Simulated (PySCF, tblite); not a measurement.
# Al3N3H6, a small molecule taken as a stand-in for a surface group (aluminium nitride ring): NMR shifts, core binding energies and electronic excitations

Aim: the NMR shifts, core binding energies and electronic excitations of `[NH]1[AlH][NH][AlH][NH][AlH]1`.

Computed with tblite 0.8.0 and PySCF 2.14.0; each step states its level. No surroundings beyond the atoms listed, unless a continuum is named. Atoms count from 0, parts from 1.

## 1. Starting point

12 atoms, charge 0, multiplicity 1; geometry: distance geometry start.

## 2. Relaxing the cluster with GFN2-xTB

What the job is given:

```
{"job": {"kind": "relax", "xc": "GFN2-xTB", "basis": "xTB"}, "charge": 0, "multiplicity": 1}
N      0.533708     1.063461     0.888660
Al     0.341478    -0.637741     0.047298
N      0.096965    -0.613205    -1.832799
Al     0.027552     1.092397    -2.655444
N     -0.881456     2.483271    -1.663803
Al    -0.605469     2.465123     0.210064
H      0.660682     1.070902     1.902161
H     -0.374735    -1.683093     0.828383
H     -0.578146    -1.304548    -2.197621
H      1.283484     1.533437    -3.421407
H     -1.818060     2.715857    -2.023292
H     -1.861208     2.766990     1.047159
```

Level: GFN2-xTB geometry optimisation, gas phase.

Launch:

```console
> OMP_NUM_THREADS=1 python cluster_run.py task.json out
```

One launch serves the whole session: the jobs run in the order shown.

What it wrote:

```text
step      E/eV     max force
  0    -411.76749    2.680
  1    -412.07545    2.002
  2    -412.54899    1.187
  3    -412.61833    0.957
  4    -412.74650    0.683
  5    -412.76938    0.386
  6    -412.78630    0.324
  7    -412.80222    0.461
  8    -412.83164    0.633
  9    -412.85937    0.529
 10    -412.88777    0.449
 11    -412.90802    0.460
 12    -412.92808    0.428
 13    -412.94781    0.361
 14    -412.96036    0.349
 15    -412.97064    0.379
 16    -412.98042    0.552
 17    -412.99094    0.415
 18    -412.99918    0.209
 19    -413.00313    0.160
 20    -413.00701    0.139
 21    -413.00963    0.132
 22    -413.01179    0.116
 23    -413.01347    0.148
 24    -413.01516    0.106
 25    -413.01691    0.104
 26    -413.01841    0.119
 27    -413.01956    0.098
 28    -413.02022    0.069
 29    -413.02088    0.082
 30    -413.02210    0.106
 31    -413.02399    0.119
 32    -413.02634    0.123
 33    -413.02820    0.135
 34    -413.02981    0.142
 35    -413.03220    0.162
 36    -413.03650    0.234
 37    -413.04423    0.312
 38    -413.05459    0.349
 39    -413.06546    0.290
 40    -413.07700    0.284
 41    -413.09049    0.506
 42    -413.08703    0.772
 43    -413.11149    0.432
 44    -413.12157    0.381
 45    -413.12905    0.353
 46    -413.13378    0.161
 47    -413.13702    0.122
 48    -413.13923    0.124
 49    -413.14018    0.084
 50    -413.14104    0.065
 51    -413.14189    0.082
 52    -413.14255    0.079
 53    -413.14335    0.071
 54    -413.14464    0.069
 55    -413.14517    0.066
 56    -413.14579    0.069
 57    -413.14623    0.061
 58    -413.14671    0.053
 59    -413.14714    0.059
 60    -413.14753    0.053
 61    -413.14790    0.063
 62    -413.14834    0.062
 63    -413.14885    0.070
 64    -413.14947    0.071
 65    -413.15029    0.101
 66    -413.15144    0.125
 67    -413.15305    0.119
 68    -413.15494    0.123
 69    -413.15658    0.103
 70    -413.15757    0.101
 71    -413.15721    0.115
 72    -413.15841    0.048
 73    -413.15871    0.053
 74    -413.15955    0.045
 75    -413.15985    0.048
 76    -413.16022    0.029
 77    -413.16042    0.042
 78    -413.16057    0.028
 79    -413.16070    0.035
 80    -413.16086    0.036
 81    -413.16110    0.035
 82    -413.16134    0.033
 83    -413.16154    0.031
 84    -413.16171    0.037
 85    -413.16196    0.043
 86    -413.16228    0.059
 87    -413.16257    0.052
 88    -413.16273    0.027
 89    -413.16279    0.021
 90    -413.16284    0.024
 91    -413.16292    0.032
 92    -413.16303    0.035
 93    -413.16315    0.026
 94    -413.16322    0.020
 95    -413.16326    0.016
 96    -413.16329    0.017
 97    -413.16334    0.019
 98    -413.16340    0.016
 99    -413.16343    0.009
100    -413.16344    0.005
```

It took 2.6 s on 1 thread of Arm Neoverse N1, shared host.

Along the way:

```tsv
step	energy from step 0 (eV)	largest force (eV/Å)
0	0.0000	2.6793
4	-0.9790	0.6829
8	-1.0641	0.6329
12	-1.1606	0.4287
16	-1.2129	0.5518
20	-1.2395	0.1387
24	-1.2477	0.1061
28	-1.2527	0.0687
32	-1.2588	0.1232
36	-1.2690	0.2337
40	-1.3095	0.2840
44	-1.3541	0.3804
48	-1.3717	0.1247
52	-1.3751	0.0784
56	-1.3783	0.0692
60	-1.3800	0.0536
64	-1.3820	0.0707
68	-1.3875	0.1228
72	-1.3909	0.0471
76	-1.3927	0.0291
80	-1.3934	0.0364
84	-1.3942	0.0380
88	-1.3952	0.0268
92	-1.3955	0.0345
96	-1.3958	0.0177
100	-1.3959	0.0049
```

Close pairs (by a distance rule), those that changed most:

```tsv
bond	before (Å)	after (Å)	change (Å)
Al3–N4	1.935	1.809	-0.126
N0–Al5	1.929	1.809	-0.121
N0–Al1	1.908	1.809	-0.098
Al1–N2	1.896	1.809	-0.087
N2–Al3	1.895	1.809	-0.086
N4–Al5	1.894	1.809	-0.085
Al1–H7	1.489	1.525	+0.036
Al5–H11	1.539	1.525	-0.014
```

## 3. Relaxing the molecule at PBE0-D3(BJ)/def2-SVP

What the job is given:

```
{"job": {"xc": "PBE0", "basis": "def2-SVP", "d3": "d3bj", "grid": 2, "kind": "geom", "shake": 0.01}, "charge": 0, "multiplicity": 1}
N     -0.075594    -0.146360     1.781265
Al     0.425100    -1.577568     0.833380
N      0.493856    -1.413365    -0.973131
Al     0.129730     0.125398    -1.831098
N     -0.421415     1.522557    -0.823193
Al    -0.531118     1.455336     0.989057
H     -0.142655    -0.195652     2.792433
H      0.806941    -2.874820     1.528180
H      0.808040    -2.211155    -1.495260
H      0.170890     0.227011    -3.336776
H     -0.666916     2.401750    -1.267814
H     -0.958366     2.659282     1.819957
```

What it wrote:

```text
step   0  E = -894.47986698  max force = 0.025957
step   1  E = -894.48446446  max force = 0.012173
step   2  E = -894.48436758  max force = 0.009336
step   3  E = -894.48630076  max force = 0.000774
step   4  E = -894.48637311  max force = 0.000641
step   5  E = -894.48649077  max force = 0.000333
step   6  E = -894.48649270  max force = 0.000206
optimisation converged
```

Run time: 1.9 min. Hardware: 1 thread of Arm Neoverse N1, shared host; peak memory 0.58 GiB.

The steps of the relaxation: (the energy doesn't fall at every step)

```tsv
step	energy from step 0 (eV)	largest force component (eV/Å)
0	0.0000	1.3348
1	-0.1251	0.6260
2	-0.1225	0.4801
3	-0.1751	0.0398
4	-0.1770	0.0330
5	-0.1802	0.0171
6	-0.1803	0.0106
```

Distances of close pairs at the start and the end, largest changes first:

```tsv
bond	before (Å)	after (Å)	change (Å)
Al3–H9	1.510	1.586	+0.076
Al1–H7	1.520	1.586	+0.066
Al5–H11	1.524	1.586	+0.062
N0–Al5	1.844	1.794	-0.050
N4–Al5	1.817	1.794	-0.023
Al1–N2	1.815	1.794	-0.021
Al3–N4	1.809	1.794	-0.015
N2–H8	1.004	1.018	+0.014
```

The final coordinates are the input of the step that follows.

```tsv
at the end point	value
point group (found at 0.08 Å tolerance)	D3h
rotational constants (GHz, main isotopes)	2.199, 2.195, 1.098
dipole moment (D)	0.00
```

## 4. NMR shieldings: PBE0/pcSseg-1

What the job is given:

```
{"job": {"kind": "nmr", "xc": "PBE0", "basis": "pcSseg-1"}, "charge": 0, "multiplicity": 1}
N      0.104662    -0.079503     1.742930
Al     0.619262    -1.528952     0.820891
N      0.487219    -1.374155    -0.961391
Al    -0.099993     0.079500    -1.832851
N     -0.582288     1.447293    -0.777537
Al    -0.508773     1.441121     1.014860
H      0.161433    -0.121641     2.758175
H      1.150553    -2.846523     1.526001
H      0.769014    -2.175270    -1.522098
H     -0.185449     0.152029    -3.414894
H     -0.924557     2.292772    -1.228833
H     -0.953418     2.685596     1.891857
```

Level: GIAO PBE0/pcSseg-1 NMR shielding, non-relativistic, gas phase.

What it wrote:

```text
coarse grid: 11784 points
cycle   1  E = -894.5815479812  dE =  3.213e-01  |g| = 9.196e-01  |ddm| = 3.409e+00
cycle   2  E = -894.2183546085  dE =  3.632e-01  |g| = 1.519e+00  |ddm| = 1.655e+00
cycle   3  E = -894.7673364304  dE = -5.490e-01  |g| = 6.855e-02  |ddm| = 1.182e+00
cycle   4  E = -894.7686917385  dE = -1.355e-03  |g| = 1.277e-02  |ddm| = 8.849e-02
cycle   5  E = -894.7687270119  dE = -3.527e-05  |g| = 1.503e-03  |ddm| = 1.331e-02
cycle   6  E = -894.7687274185  dE = -4.066e-07  |g| = 2.899e-04  |ddm| = 1.619e-03
final grid: 100880 points
cycle   7  E = -894.7938625399  dE = -6.525e-06  |g| = 8.534e-03  |ddm| = 1.337e-02
cycle   8  E = -894.7938362085  dE =  2.633e-05  |g| = 1.396e-02  |ddm| = 1.398e-02
cycle   9  E = -894.7938782571  dE = -4.205e-05  |g| = 2.197e-04  |ddm| = 8.730e-03
cycle  10  E = -894.7938782615  dE = -4.442e-09  |g| = 4.851e-05  |ddm| = 1.262e-04
cycle  11  E = -894.7938782615  dE = -3.865e-12  |g| = 4.472e-05  |ddm| = 5.628e-05
cycle  12  E = -894.7938782619  dE = -4.381e-10  |g| = 4.266e-06  |ddm| = 2.921e-05
converged SCF energy = -894.7938782619

GIAO shielding tensors (ppm)
atom      isotropic    diamagn.    paramagn.     s11        s22        s33       span
  0 N      202.704     321.337    -118.634    123.233    227.047    257.832    134.599
  1 Al     386.468     797.700    -411.232    366.079    385.913    407.413     41.334
  2 N      202.905     321.327    -118.422    123.551    227.107    258.056    134.506
  3 Al     386.518     797.696    -411.178    366.126    385.994    407.436     41.310
  4 N      202.723     321.341    -118.618    123.261    227.069    257.839    134.578
  5 Al     386.326     797.706    -411.379    366.017    385.336    407.626     41.609
  6 H       29.639      30.432      -0.794     24.410     26.264     38.241     13.831
  7 H       26.720      28.441      -1.722     22.876     24.285     32.998     10.122
  8 H       29.654      30.429      -0.776     24.415     26.281     38.265     13.850
  9 H       26.719      28.443      -1.724     22.875     24.285     32.998     10.123
 10 H       29.638      30.440      -0.802     24.410     26.263     38.242     13.833
 11 H       26.720      28.453      -1.733     22.873     24.290     32.996     10.123
```

Run time: 29 s. Hardware: 1 thread of Arm Neoverse N1, shared host; peak memory 0.73 GiB.

The references, computed at this level on geometries of the same kind, shield at (ppm): $^{1}$H TMS 31.27, $^{15}$N NH3 265.7, $^{27}$Al AlH4- 489.3. Their shielding less the atom's gives the shift. The references are single molecules in the gas phase, so shifts against H2O, NH3, PH3, H3PO4 or CFCl3 are not on the usual liquid scales and can be off by tens of ppm. Shifts against hydride references such as AlH4− lie on their own scale. Atoms listed in one row are averaged.

```tsv
atoms	environment	σ (ppm)	δ (ppm)
H7, H9, H11	hydrogen on an aluminium bonded to 2 N, in a 6-membered ring	26.72	4.55
H6, H8, H10	hydrogen on a nitrogen bonded to 2 Al, in a 6-membered ring	29.64	1.62
N0, N2, N4	nitrogen bonded to 2 Al, H, in a 6-membered ring	202.8	62.9
Al1, Al3, Al5	aluminium bonded to 2 N, H, in a 6-membered ring	386.4	102.8
```

The run also stored atomic charges by several schemes (e):

```tsv
atoms	Mulliken	IAO	Hirshfeld	ESP fit
N0, N2, N4	-0.98	-0.98	-0.45	-1.06
Al1, Al3, Al5	0.98	0.92	0.52	1.04
```

Mayer bond orders: N0–Al1 0.94, Al1–N2 0.94, N2–Al3 0.94, Al3–N4 0.94, N4–Al5 0.94, Al5–N0 0.94.

Ring of atoms N0, Al1, N2, Al3, N4, Al5: NICS(0) -2.6, NICS(1) -0.8, NICS(1)zz 3.5 ppm (means of both faces).

## 5. Core-electron binding energies: SCAN, X2C

Same as in step 4 but for these lines:

```diff
@@ -1,2 +1,2 @@
-{"job": {"kind": "nmr", "xc": "PBE0", "basis": "pcSseg-1"}, "charge": 0, "multiplicity": 1}
+{"job": {"kind": "xps", "holes": 5}, "charge": 0, "multiplicity": 1}
 N      0.104662    -0.079503     1.742930
```

With the program's defaults for keys left out, this is: delta-SCF UKS SCAN, pcX-2 on the ionised atom, pcseg-1 elsewhere, spin-free X2C.

What it wrote:

```text
ground state, core basis on atom 4 (N), 157 functions
  cycle   1  E = -896.26875380  |g| = 1.05e+00
  cycle   2  E = -895.34967818  |g| = 2.12e+00
  cycle   3  E = -896.50966561  |g| = 1.60e-01
  cycle   4  E = -896.51693818  |g| = 5.96e-02
  cycle   5  E = -896.51750422  |g| = 4.25e-02
  cycle   6  E = -896.51792665  |g| = 6.25e-03
  cycle   7  E = -896.51793802  |g| = 1.76e-03
  cycle   8  E = -896.51793829  |g| = 2.18e-04
  E(ground) = -896.62066542 Eh
hole in N 1s of atom 4
  cycle   1  E = -880.97249446  |g| = 1.87e+00
  cycle   2  E = -880.13190698  |g| = 2.15e+00
  cycle   3  E = -881.63192754  |g| = 4.09e-01
  cycle   4  E = -881.65195721  |g| = 3.10e-01
  cycle   5  E = -881.69858856  |g| = 8.17e-02
  cycle   6  E = -881.70180427  |g| = 8.66e-03
  cycle   7  E = -881.70185170  |g| = 4.06e-03
  cycle   8  E = -881.70186268  |g| = 1.44e-03
  cycle   9  E = -881.70186287  |g| = 1.49e-03
  cycle  10  E = -881.70186344  |g| = 2.63e-04
  E(ion) = -881.80469920 Eh   <S^2> = 0.7665   hole on atom = 1.000   binding energy = 403.163 eV
ground state, core basis on atom 5 (Al), 168 functions
  cycle   1  E = -896.57619870  |g| = 2.41e-01
  cycle   2  E = -896.57630976  |g| = 4.33e-02
  cycle   3  E = -896.57634637  |g| = 2.96e-02
  cycle   4  E = -896.57645169  |g| = 1.13e-02
  cycle   5  E = -896.57648229  |g| = 1.18e-03
  cycle   6  E = -896.57648512  |g| = 2.71e-04
  E(ground) = -896.64504069 Eh
hole in Al 2p of atom 5
  cycle   1  E = -893.34897854  |g| = 1.07e+00
  cycle   2  E = -892.61376970  |g| = 1.31e+00
  cycle   3  E = -893.39186006  |g| = 6.50e-01
  cycle   4  E = -893.61801252  |g| = 1.22e-01
  cycle   5  E = -893.62334711  |g| = 9.70e-02
  cycle   6  E = -893.62762095  |g| = 4.63e-02
  cycle   7  E = -893.62867844  |g| = 1.28e-02
  cycle   8  E = -893.62876156  |g| = 1.90e-03
  cycle   9  E = -893.62876469  |g| = 7.63e-04
  cycle  10  E = -893.62876417  |g| = 6.59e-04
  cycle  11  E = -893.62876457  |g| = 5.40e-04
  cycle  12  E = -893.62876647  |g| = 9.70e-05
  E(ion) = -893.70445640 Eh   <S^2> = 0.7549   hole on atom = 1.003   binding energy = 80.017 eV
  2p3/2 = 79.600 eV   2p1/2 = 80.134 eV
```

Wall time 41 s (1 thread of Arm Neoverse N1, shared host); peak memory 0.45 GiB.

Binding energies by hole, beside the orbital energy of the ground state; the difference holds orbital relaxation and, for a density functional, its self-interaction error:

```tsv
hole	stands for	environment	ΔSCF (eV; 2p as the shell's mean)	−ε (eV)	⟨S²⟩
N1s on N4	N0, N2, N4	nitrogen bonded to 2 Al, H, in a 6-membered ring	403.16	384.9	0.767
Al2p on Al5	Al1, Al3, Al5	aluminium bonded to 2 N, H, in a 6-membered ring	79.78	70.1	0.755
```

Each hole run stands for the others of its class of like atoms.

With the spin-orbit splitting: Al5 2p3/2 79.60, 2p1/2 80.13 eV. The table gives each 2p level as the mean over the whole 2p shell (two parts 2p3/2, one part 2p1/2), which differs a little from the single hole in the log.

## 6. Ultraviolet spectrum: CAM-B3LYP/def2-SVPD

Same as in step 5 but for these lines:

```diff
@@ -1,2 +1,2 @@
-{"job": {"kind": "xps", "holes": 5}, "charge": 0, "multiplicity": 1}
+{"job": {"kind": "uv", "xc": "CAM-B3LYP", "basis": "def2-SVPD", "nstates": 6, "ntriplets": 2, "ip": true}, "charge": 0, "multiplicity": 1}
 N      0.104662    -0.079503     1.742930
```

Method: TDDFT CAM-B3LYP/def2-SVPD, vertical, gas phase, core orbitals frozen in the response.

What it wrote:

```text
coarse grid: 11784 points
cycle   1  E = -894.6808814030  dE =  3.141e-01  |g| = 8.828e-01  |ddm| = 4.482e+00
cycle   2  E = -894.5411724247  dE =  1.397e-01  |g| = 1.184e+00  |ddm| = 1.844e+00
cycle   3  E = -894.8638167379  dE = -3.226e-01  |g| = 4.116e-02  |ddm| = 9.813e-01
cycle   4  E = -894.8645547471  dE = -7.380e-04  |g| = 7.360e-03  |ddm| = 1.336e-01
cycle   5  E = -894.8645780893  dE = -2.334e-05  |g| = 9.773e-04  |ddm| = 2.224e-02
cycle   6  E = -894.8645787796  dE = -6.903e-07  |g| = 1.831e-04  |ddm| = 4.040e-03
final grid: 100880 points
cycle   7  E = -894.9832233394  dE = -1.147e-05  |g| = 3.444e-03  |ddm| = 3.531e-02
cycle   8  E = -894.9832214899  dE =  1.849e-06  |g| = 4.578e-03  |ddm| = 7.081e-03
cycle   9  E = -894.9832260225  dE = -4.533e-06  |g| = 9.096e-05  |ddm| = 3.670e-03
cycle  10  E = -894.9832260274  dE = -4.896e-09  |g| = 2.891e-05  |ddm| = 3.103e-04
cycle  11  E = -894.9832260276  dE = -2.321e-10  |g| = 2.181e-05  |ddm| = 7.182e-05
converged SCF energy = -894.9832260276

Static polarisability (au): isotropic 95.452, principal 75.643 105.333 105.381

Singlet excitations
state   eV       nm        f      main configurations
  1   5.9947    206.8   0.00000   H->L 0.84
  2   5.9965    206.8   0.00000   H-1->L 0.83
  3   6.1002    203.2   0.00000   H->L+1 0.49, H-1->L+2 0.48
  4   6.6416    186.7   0.15851   H->L+2 0.42, H-1->L+1 0.42
  5   6.6422    186.7   0.15876   H-1->L+2 0.42, H->L+1 0.42
  6   6.6951    185.2   0.09367   H->L+3 0.30, H-1->L+4 0.30, H-4->L 0.14

Triplet excitations (Tamm-Dancoff, eV): 5.6892 5.6908
Vertical ionisation energy (delta-SCF) = 9.4017 eV
```

It took 3.9 min on 1 thread of Arm Neoverse N1, shared host; peak memory 0.86 GiB.

Frontier orbitals and where they lie:

```tsv
orbital	eV	atoms
HOMO−3	-9.64	H7 21 %, Al1 18 %, N2 17 %
HOMO−2	-9.64	H11 25 %, Al5 21 %, N4 14 %
HOMO−1	-8.76	N4 37 %, N0 36 %, Al5 8 %
HOMO	-8.76	N2 49 %, N0 13 %, N4 12 %
LUMO	0.24	Al3 27 %, Al1 27 %, Al5 27 %
LUMO+1	0.69	Al1 35 %, Al3 32 %, N2 8 %
LUMO+2	0.69	Al5 44 %, Al3 14 %, Al1 10 %
```

With each of the 6 states as a Gaussian band of 0.4 eV half-width at 1/e, the curve within the window shown has maxima at 186 nm (ε 17,000) L/(mol cm). Beyond the last state computed it falls off for lack of states. The curve at chosen wavelengths:

nm, ε (L/mol/cm) and a bar:
```
      177       8052 ###############
      179      10791 ####################
      181      13356 ########################
      183      15342 ############################
      185      16431 ##############################
      187      16479 ##############################
      189      15541 ############################
      192      12788 #######################
      194      10509 ###################
      196       8222 ###############
      198       6144 ###########
      200       4396 ########
      202       3021 #####
      204       1999 ####
      206       1276 ##
      208        788 #
      210        472 #
      212        274 
      214        155 
      217         63 
      219         34 
      221         18 
      223          9 
      225          4 
      227          2 
      229          1
```

Ground-state properties from the same run:

```tsv
property	computed
dipole moment (D)	0.00
polarisability (Å³)	14.14
HOMO–LUMO gap (eV)	9.00
−ε(HOMO) (eV)	8.76
```

## 7. What came out

| quantity | value |
| --- | --- |
| point group | D3h |
| rotational constants (main isotopes) | 2.20, 2.19, 1.10 GHz |
| $^{1}$H shifts against TMS (PBE0/pcSseg-1, means over atoms taken as alike) | 4.55, 1.62 ppm |
| $^{15}$N shifts against NH3 (PBE0/pcSseg-1, means over atoms taken as alike) | 62.9 ppm |
| $^{27}$Al shifts against AlH4- (PBE0/pcSseg-1, means over atoms taken as alike) | 102.8 ppm |
| N1s binding energies, SCAN/pcX-2 | N4 403.16 eV |
| Al2p binding energies, SCAN/pcX-2 | Al5 79.78 eV |
| lowest singlet (CAM-B3LYP/def2-SVPD) | 5.99 eV (207 nm), f = 0.000 |
| brightest single state of those computed | state 5, 6.64 eV, f = 0.159 |
| lowest triplet | 5.69 eV |
| vertical ionisation energy (ΔSCF) | 9.40 eV |

Over 6 steps the energy fell by 0.180 eV; of the close pairs, Al3–H9 changed most, 1.510 to 1.586 Å (PBE0/def2-SVP). At PBE0/pcSseg-1: The largest span, 135 ppm, is at N0, N2, N4, where the paramagnetic term is -119 ppm. The first singlet state (HOMO→LUMO 0.84) lies at 5.99 eV and is dark; of the 6 states computed, the strongest absorption comes from states 4 to 5 together at 6.64 eV. The lowest triplet lies 0.31 eV below the lowest singlet (triplets in Tamm-Dancoff, singlets in full TDDFT). The orbital energy would give 8.76 eV for ionisation, ΔSCF gives 9.40 eV. A capped cluster stands for the solid here, so long-range fields and strain are missing, and bands or shifts of the capping hydrogens have no counterpart in it.
